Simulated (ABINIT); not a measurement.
# BSe (P6_3mc) in ABINIT: further runs

Aim: see how the results for BSe move with the level of theory and the settings. Levels: RPBE, LDA. Tasks: single point.

Program: ABINIT 10.8.3 (patched build). These are calculated values, not measurements. Logs are shortened: lines on timing, memory, paths and dates and some standing lists are left out, and cuts for length are marked. The log counts tension as positive stress, the text compression.

### Step 1. The crystal as given

Symmetry: P6_3mc, No. 186, hexagonal system. The conventional cell has a = 3.271 Å, b = 3.271 Å, c = 7.236 Å, α = 90.00°, β = 90.00°, γ = 120.00°. Around B (site symmetry 3m) lie 3 Se at 2.07 Å. Se (site symmetry 3m) has 3 B at 2.07 Å as nearest neighbours.

The cell was built by a generator and needn't be a form met in nature.

### Step 2. Single point, RPBE

run.abi

```
# Pseudopotentials
pp_dirpath "./"
pseudos "B.upf, Se.upf"

# Structure
acell 6.1807650303 6.1807705804 13.6749653063
rprim
     1.0000000000     0.0000000000     0.0000000000
    -0.4999995510     0.8660256630     0.0000000000
     0.0000000000     0.0000000000     1.0000000000
ntypat 2
znucl 5 34
natom 4
typat 1 1 2 2
xred
     0.3333300000     0.6666700000     0.3782800000
     0.6666700000     0.3333300000     0.8782800000
     0.3333300000     0.6666700000     0.9948500000
     0.6666700000     0.3333300000     0.4948500000

# Plane-wave basis
ecut 40.0

# k points
kptopt 1
ngkpt 7 7 3
nshiftk 1
shiftk 0.0 0.0 0.0

# Exchange and correlation
ixc 15

# Bands and occupations
nband 23
occopt 3
tsmear 0.05 eV

# SCF cycle
nstep 100
tolvrs 1.0e-10

# Output
iomode 3
prtwf 0
prteig 0
prtebands 0
enunit 2
prtden 1
prtvha 1
prtvclmb 1
prtpot 1
prtelf 1
```

Potentials or basis: PseudoDojo NC SR PBE v0.4.1 standard.

Command:

```sh
> abinit run.abi > log 2>&1
```

run.abo:

```text
.Version 10.8.3 of ABINIT
 Symmetries : space group Cm c 2_1 (# 36); Bravais oC (1-face-center ortho.)
================================================================================
 Values of the parameters that define the memory need of the present run
     intxc =       0    ionmov =       0      iscf =       7    lmnmax =       6
     lnmax =       6     mgfft =      80  mpssoang =       3    mqgrid =    3894
     natom =       4  nloc_mem =       1    nspden =       1   nspinor =       1
    nsppol =       1      nsym =       4    n1xccc =    2501    ntypat =       2
    occopt =       3   xclevel =       2
       mpw =        5481          nfft =      103680          nkpt =          32
================================================================================
================================================================================

--------------------------------------------------------------------------------
------------- Echo of variables that govern the present computation ------------
--------------------------------------------------------------------------------
 -outvars: echo values of preprocessed input variables --------
            acell      6.1807678053E+00  6.1807678053E+00  1.3674965306E+01 Bohr
              amu      1.08110000E+01  7.89600000E+01
             ecut      4.00000000E+01 Hartree
           enunit           2
              ixc          15
         kptrlatt        7    0    0      0    7    0      0    0    3
          kptrlen      4.10248959E+01
            natom           4
            nband          23
            ngfft          36      36      80
             nkpt          32
            nstep         100
             nsym           4
           ntypat           2
           occopt           3
        prtebands           0
           prteig           0
           prtelf           1
           prtpot           1
         prtvclmb           1
           prtvha           1
            prtwf           0
            rprim      1.0000000000E+00  7.7764739246E-07  0.0000000000E+00
                      -5.0000022447E-01  8.6602527419E-01  0.0000000000E+00
                       0.0000000000E+00  0.0000000000E+00  1.0000000000E+00
          spgroup          36
           tolvrs      1.00000000E-10
           tsmear      1.83746611E-03 Hartree
            typat      1  1  2  2
           xangst     -1.6843059507E-05  1.8883619260E+00  2.7374156525E+00
                       1.6353768420E+00  9.4416807209E-01  6.3556556501E+00
                      -1.6843059507E-05  1.8883619260E+00  7.1992121231E+00
                       1.6353768420E+00  9.4416807209E-01  3.5809721256E+00
            xcart     -3.1828769591E-05  3.5684868667E+00  5.1729658761E+00
                       3.0904143440E+00  1.7842190731E+00  1.2010448529E+01
                      -3.1828769591E-05  3.5684868667E+00  1.3604539235E+01
                       3.0904143440E+00  1.7842190731E+00  6.7670565818E+00
             xred      3.3333000000E-01  6.6667000000E-01  3.7828000000E-01
                       6.6667000000E-01  3.3333000000E-01  8.7828000000E-01
                       3.3333000000E-01  6.6667000000E-01  9.9485000000E-01
                       6.6667000000E-01  3.3333000000E-01  4.9485000000E-01
            znucl        5.00000   34.00000

================================================================================

 chkinp: Checking input parameters for consistency.

================================================================================
== DATASET  1 ==================================================================

--- !DatasetInfo
iteration_state: {dtset: 1, }
dimensions: {natom: 4, nkpt: 32, mband: 23, nsppol: 1, nspinor: 1, nspden: 1, mpw: 5481, }
cutoff_energies: {ecut:  40.0, pawecutdg:  -1.0, }
electrons: {nelect:   3.80000000E+01, charge:   0.00000000E+00, occopt:   3.00000000E+00, tsmear:   1.83746611E-03, }
meta: {optdriver: 0, ionmov: 0, optcell: 0, iscf: 7, paral_kgb: 0, }
...

 Exchange-correlation functional for the present dataset will be:
  GGA: RPBE functional - ixc=15
  Hammer, L. B. Hansen, and J. K. Norskov, PRB 59, 7413 (1999)

 Real(R)+Recip(G) space primitive vectors, cartesian coordinates (Bohr,Bohr^-1):
 R(1)=  6.1807678  0.0000048  0.0000000  G(1)=  0.1617921  0.0934108  0.0000000
 R(2)= -3.0903853  5.3527011  0.0000000  G(2)= -0.0000001  0.1868215  0.0000000
 R(3)=  0.0000000  0.0000000 13.6749653  G(3)=  0.0000000  0.0000000  0.0731263
 Unit cell volume ucvol=  4.5242006E+02 bohr^3
 Angles (23,13,12)=  9.00000000E+01  9.00000000E+01  1.19999970E+02 degrees

 getcut: wavevector=  0.0000  0.0000  0.0000  ngfft=  36  36  80
         ecut(hartree)=     40.000   => boxcut(ratio)=   2.04581

[... 75 lines left out ...]
xred      :
- [  3.3333E-01,   6.6667E-01,   3.7828E-01,  B]
- [  6.6667E-01,   3.3333E-01,   8.7828E-01,  B]
- [  3.3333E-01,   6.6667E-01,   9.9485E-01, Se]
- [  6.6667E-01,   3.3333E-01,   4.9485E-01, Se]
cartesian_forces: # hartree/bohr
- [  7.05785101E-06,  -4.07484730E-06,   2.09793245E-03, ]
- [ -7.05785101E-06,   4.07484730E-06,   2.09793245E-03, ]
- [  6.81018417E-06,  -3.93185696E-06,  -2.09793245E-03, ]
- [ -6.81018417E-06,   3.93185696E-06,  -2.09793245E-03, ]
force_length_stats: {min:   2.09794719E-03, max:   2.09794828E-03, mean:   2.09794774E-03, }
...

 Integrated electronic density in atomic spheres:
 ------------------------------------------------
 Atom  Sphere_radius  Integrated_density
    1        2.00000          2.33680601
    2        2.00000          2.33680601
    3        2.00000         13.25343265
    4        2.00000         13.25343265
================================================================================

 ----iterations are completed or convergence reached----

 Mean square residual over all n,k,spin=   24.034E-07; max=  45.685E-05
 reduced coordinates (array xred) for    4 atoms
       0.333330000000      0.666670000000      0.378280000000
       0.666670000000      0.333330000000      0.878280000000
       0.333330000000      0.666670000000      0.994850000000
       0.666670000000      0.333330000000      0.494850000000
 rms dE/dt=  1.6564E-02; max dE/dt=  2.8673E-02; dE/dt below (all hartree)
    1      -0.000043622919      0.000043622919     -0.028705592445
    2       0.000043622919     -0.000043622919     -0.028705592445
    3      -0.000042092148      0.000042092148      0.028672714544
    4       0.000042092148     -0.000042092148      0.028672714544

 cartesian coordinates (angstrom) at end:
    1     -0.00001684305951     1.88836192596361     2.73741565253652
    2      1.63537684200192     0.94416807209126     6.35565565007343
    3     -0.00001684305951     1.88836192596361     7.19921212309918
    4      1.63537684200192     0.94416807209126     3.58097212556228

 cartesian forces (hartree/bohr) at end:
    1      0.00000705785101    -0.00000407484730     0.00209793245188
    2     -0.00000705785101     0.00000407484730     0.00209793245188
    3      0.00000681018417    -0.00000393185696    -0.00209793245188
    4     -0.00000681018417     0.00000393185696    -0.00209793245188
 frms,max,avg= 1.2112507E-03 2.0979325E-03   0.000E+00  0.000E+00  1.202E-06 h/b

 cartesian forces (eV/Angstrom) at end:
    1      0.00036292929136    -0.00020953707320     0.10788002417438
    2     -0.00036292929136     0.00020953707320     0.10788002417438
    3      0.00035019375025    -0.00020218421391    -0.10788002417438
    4     -0.00035019375025     0.00020218421391    -0.10788002417438
 frms,max,avg= 6.2285015E-02 1.0788002E-01   0.000E+00  0.000E+00  6.182E-05 e/A
 length scales=  6.180767805312  6.180767805312 13.674965306300 bohr
              =  3.270721466235  3.270721466235  7.236479995074 angstroms
 Fermi (or HOMO) energy (hartree) =   0.21598   Average Vxc (hartree)=  -0.37196
 Eigenvalues (hartree) for nkpt=  32  k points:
 kpt#   1, nband= 23, wtk=  0.00680, kpt=  0.0000  0.0000  0.0000 (reduced coord)
  -1.62319   -1.62319   -1.62319   -1.62319   -1.62094   -1.62094   -1.62093   -1.62093
  -1.62041   -1.62041   -0.42442   -0.40805   -0.09259    0.04457    0.10688    0.10689
   0.11900    0.11901    0.15263    0.27491    0.29011    0.30294    0.30295
      occupation numbers for kpt#   1
   2.00000    2.00000    2.00000    2.00000    2.00000    2.00000    2.00000    2.00000
   2.00000    2.00000    2.00000    2.00000    2.00000    2.00000    2.00000    2.00000
   2.00000    2.00000    2.00000    0.00000    0.00000    0.00000    0.00000
 prteigrs : prtvol=0 or 1, do not print more k-points.

 Fermi (or HOMO) energy (eV) =   5.87721   Average Vxc (eV)= -10.12164
 Eigenvalues (   eV  ) for nkpt=  32  k points:
 kpt#   1, nband= 23, wtk=  0.00680, kpt=  0.0000  0.0000  0.0000 (reduced coord)
 -44.16929  -44.16929  -44.16925  -44.16925  -44.10799  -44.10799  -44.10788  -44.10787
 -44.09374  -44.09349  -11.54905  -11.10360   -2.51958    1.21280    2.90835    2.90873
   3.23806    3.23844    4.15337    7.48066    7.89422    8.24339    8.24369
 prteigrs : prtvol=0 or 1, do not print more k-points.

--- !EnergyTerms
iteration_state     : {dtset: 1, }
comment             : Components of total free energy in Hartree
kinetic             :  1.60871713155987E+02
hartree             :  7.56662350517981E+01
xc                  : -5.08787336514267E+01
Ewald energy        : -1.30438958492242E+02
psp_core            :  5.53037843328503E+00
local_psp           : -2.02759677425598E+02
non_local_psp       : -1.06352602033911E+02
internal            : -2.48361644962108E+02
'-kT*entropy'       : -6.50174237380618E-04
total_energy        : -2.48362295136345E+02
total_energy_eV     : -6.75828234189342E+03
band_energy         : -3.36552578563923E+01
...

 Cartesian components of stress tensor (hartree/bohr^3)
  sigma(1 1)= -7.78801046E-05  sigma(3 2)=  0.00000000E+00
  sigma(2 2)= -7.78981938E-05  sigma(3 1)=  0.00000000E+00
  sigma(3 3)= -4.00322605E-05  sigma(2 1)= -1.56656497E-08

-Cartesian components of stress tensor (GPa)         [Pressure=  1.9203E+00 GPa]
- sigma(1 1)= -2.29131178E+00  sigma(3 2)=  0.00000000E+00
- sigma(2 2)= -2.29184399E+00  sigma(3 1)=  0.00000000E+00
- sigma(3 3)= -1.17778977E+00  sigma(2 1)= -4.60899326E-04

== END DATASET(S) ==============================================================
================================================================================

 -outvars: echo values of variables after computation  --------
            acell      6.1807678053E+00  6.1807678053E+00  1.3674965306E+01 Bohr
           etotal     -2.4836229514E+02
            fcart      7.0578510147E-06 -4.0748473047E-06  2.0979324519E-03
                      -7.0578510147E-06  4.0748473047E-06  2.0979324519E-03
                       6.8101841719E-06 -3.9318569575E-06 -2.0979324519E-03
                      -6.8101841719E-06  3.9318569575E-06 -2.0979324519E-03
            rprim      1.0000000000E+00  7.7764739246E-07  0.0000000000E+00
                      -5.0000022447E-01  8.6602527419E-01  0.0000000000E+00
                       0.0000000000E+00  0.0000000000E+00  1.0000000000E+00
           strten     -7.7880104574E-05 -7.7898193752E-05 -4.0032260486E-05
                       0.0000000000E+00  0.0000000000E+00 -1.5665649671E-08
           xangst     -1.6843059507E-05  1.8883619260E+00  2.7374156525E+00
                       1.6353768420E+00  9.4416807209E-01  6.3556556501E+00
                      -1.6843059507E-05  1.8883619260E+00  7.1992121231E+00
                       1.6353768420E+00  9.4416807209E-01  3.5809721256E+00
             xred      3.3333000000E-01  6.6667000000E-01  3.7828000000E-01
                       6.6667000000E-01  3.3333000000E-01  8.7828000000E-01
                       3.3333000000E-01  6.6667000000E-01  9.9485000000E-01
                       6.6667000000E-01  3.3333000000E-01  4.9485000000E-01
 Calculation completed.
```

It took 2.8 min on 1 thread of Arm Neoverse V1, shared host; peak memory 0.14 GiB.

Results:

- Free energy: -6758.2823 eV
- Pressure: 1.9 GPa
- Largest force: 0.108 eV/Å
- Band gap on the k mesh: none (metal or under the smearing width)
- Valence electrons inside the program's atomic spheres: B 2.34; Se 13.25

Forces on the atoms (eV/Å):
```
B    0.000  0.000  0.108
B    0.000  0.000  0.108
Se   0.000  0.000 -0.108
Se   0.000  0.000 -0.108
```

Stress tensor (GPa, compression positive):
```
2.29 0.00 0.00
0.00 2.29 0.00
0.00 0.00 1.18
```

Levels at points of the mesh, in eV from the Fermi level:
```tsv
k point	band 15	band 16	band 17	band 18	band 19	band 20	band 21	band 22	band 23
(0.00, 0.00, 0.00)	-2.97	-2.97	-2.64	-2.64	-1.72	1.60	2.02	2.37	2.37
```

Caveat: the potentials were made for another functional, which shifts forces and pressure.

### Step 3. Single point, LDA

run.abi

```
# Pseudopotentials
pp_dirpath "./"
pseudos "B.upf, Se.upf"

# Structure
acell 3.27072 3.270722937 7.23648 Angstrom
rprim
     1.0000000000     0.0000000000     0.0000000000
    -0.4999995510     0.8660256630     0.0000000000
     0.0000000000     0.0000000000     1.0000000000
ntypat 2
znucl 5 34
natom 4
typat 1 1 2 2
xcart
    -0.0000163536     1.8883627751     2.7374156544
     1.6353763536     0.9441672249     6.3556556544
    -0.0000163536     1.8883627751     7.1992121280
     1.6353763536     0.9441672249     3.5809721280 Angstrom

# Plane-wave basis
ecut 1170.089609 eV

# k points
kptopt 1
ngkpt 7 7 3
nshiftk 1
shiftk 0.0 0.0 0.0

# Exchange and correlation
ixc 7

# Bands and occupations
nband 23
occopt 3
tsmear 0.05 eV

# SCF cycle
nstep 100
tolvrs 1.0e-10

# Output
iomode 3
prtwf 0
prteig 0
prtebands 0
enunit 2
prtvol 2
prtden 1
prtvha 1
prtvclmb 1
prtpot 1
prtelf 1
```

Potentials or basis: PseudoDojo NC SR LDA v0.4.1 standard.

Command:

```sh
> abinit run.abi > log 2>&1
```

Run time: 94 s. Hardware: 1 thread of AMD EPYC 9B45 (Zen 5), shared host; peak memory 0.15 GiB.

Results (log left out):

* Free energy: -6753.0659 eV
* Pressure: -4.7 GPa
* Largest force: 0.255 eV/Å
* Band gap on the k mesh: none (metal or under the smearing width)
* Valence electrons inside the program's atomic spheres: B 2.30; Se 13.27

Forces in eV/Å, atoms in the order of the input:
```
B    0.000  0.000  0.255
B    0.000  0.000  0.255
Se   0.000  0.000 -0.255
Se   0.000  0.000 -0.255
```

Stress tensor (GPa, compression positive):
```
-4.89  0.00  0.00
 0.00 -4.89  0.00
 0.00  0.00 -4.46
```

Levels at points of the mesh, in eV from the Fermi level:
```
           k point  band 17  band 18  band 19  band 20  band 21  band 22
(0.00, 0.00, 0.00)    -2.64    -2.64    -1.79     1.52     1.92     2.35
```
